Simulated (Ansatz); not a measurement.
**H7N2OSi2 radical: a ladder of functionals and wavefunction methods**

How much do the methods differ for H7N2OSi2 radical? The plan is to run it at one geometry with functionals of several rungs and with coupled cluster. The yardstick is the atomisation energy at the CCSD(T) limit.

The runs use Ansatz 0.2.0, Gaussian basis; functionals in def2-TZVPP, the program's frozen cores in correlated methods.

Levels to be run: PBE-D4, r2SCAN-D4, PBE0-D4, B3LYP-D4, ωB97X-V, ωB97M-V, B2PLYP; CCSD(T)/def2-TZVPP; MP2/def2-QZVPP; extrapolation to the limit.

## 1. The relaxed structure

An earlier PBE0-D4 in a triple-zeta def2 set relaxation fixed the geometry.

SMILES `N[SiH]O[SiH2]N`, 12 atoms, charge 0, spin multiplicity 2.

Atoms are counted from 1 here; the program's logs count them from 0.

Bond lengths: N1–Si2 1.723 Å, N1–H6 1.009 Å, N1–H7 1.010 Å, Si2–O3 1.643 Å, Si2–H8 1.499 Å, O3–Si4 1.636 Å, Si4–N5 1.718 Å, Si4–H9 1.484 Å, Si4–H10 1.483 Å, N5–H11 1.007 Å, N5–H12 1.007 Å. Angles: Si2–N1–H6 119.3°, Si2–N1–H7 117.3°, H6–N1–H7 111.6°, N1–Si2–O3 108.0°, N1–Si2–H8 106.9°, O3–Si2–H8 109.6°, Si2–O3–Si4 138.4°, O3–Si4–N5 112.1°, O3–Si4–H9 110.0°, O3–Si4–H10 105.5°, N5–Si4–H9 106.4°, N5–Si4–H10 111.3°, H9–Si4–H10 111.7°, Si4–N5–H11 121.4°, Si4–N5–H12 119.4°, H11–N5–H12 111.4°.

## 2. PBE-D4 (GGA)

Input file in.yaml:

```yaml
crystal:
  periodic: [false, false, false]
  atoms:
    - {symbol: N, position_ang: [-0.118445, -1.744066, 0.896668]}
    - {symbol: Si, position_ang: [1.112390, -0.672975, 1.451126]}
    - {symbol: O, position_ang: [1.199982, 0.586009, 0.398859]}
    - {symbol: Si, position_ang: [0.344855, 1.193475, -0.857167]}
    - {symbol: N, position_ang: [-1.341664, 0.910673, -0.688681]}
    - {symbol: H, position_ang: [-0.205373, -2.656831, 1.316925]}
    - {symbol: H, position_ang: [-1.021876, -1.343037, 0.687127]}
    - {symbol: H, position_ang: [2.400135, -1.440387, 1.426616]}
    - {symbol: H, position_ang: [0.756206, 0.530002, -2.119170]}
    - {symbol: H, position_ang: [0.649055, 2.644858, -0.877516]}
    - {symbol: H, position_ang: [-1.939475, 1.569472, -0.217352]}
    - {symbol: H, position_ang: [-1.835791, 0.422816, -1.417445]}
basis:
  gaussian: {orbitals: def2-TZVPP}
magnetization: {spin_polarized: true, initial_magnetization: 1}
hamiltonian: {xc: pbe, dispersion: d4}
output: {forces: true, orbitals: {seedname: orbitals}}
```

Command:

```sh
$ ansatz run in.yaml --threads 2 --pin off --events-out ev --progress --plain --max-ram 22528MiB --backend cuda --devices 0, --max-vram 18GiB
```

Further steps of the session: r2SCAN-D4 (meta-GGA); PBE0-D4 (hybrid); B3LYP-D4 (hybrid); ωB97X-V (range-separated); ωB97M-V (range-separated); B2PLYP (double hybrid); CCSD(T) in def2-TZVPP; MP2 in def2-QZVPP.

Before running them: what should the planned runs give, taken together? Wanted: atomisation energy, CCSD(T)/CBS; farthest; mean size of error, hybrid; mean size of error, range-separated; gap, smallest and largest; T1 diagnostic; triples share of the correlation energy.

As calculated:

| quantity | value |
| --- | --- |
| atomisation energy, CCSD(T)/CBS | 4184.2 kJ/mol |
| functionals within 20.9 kJ/mol (0.5 %) | r2SCAN-D4, B3LYP-D4, ωB97X-V, ωB97M-V |
| farthest | B2PLYP (-53.8 kJ/mol) |
| mean size of error, hybrid | 28.3 kJ/mol |
| mean size of error, range-separated | 11.8 kJ/mol |
| gap, smallest and largest | 1.63 eV (PBE-D4), 7.63 eV (ωB97X-V) |
| T1 diagnostic | 0.0133 |
| triples share of the correlation energy | 3.6 % |

PBE-D4 misses by +27.5 kJ/mol. Double hybrids carry the basis error of their MP2 part in triple zeta, and no dispersion term here, so their miss is partly the set-up's. The reference freezes the cores and leaves out relativity and excitations past (T), so misses under about 20.9 kJ/mol can't be ranked. Hartree-Fock recovers 70 % of the binding; the rest is correlation. Orbital gaps span 1.6 to 7.6 eV; exact exchange widens them.
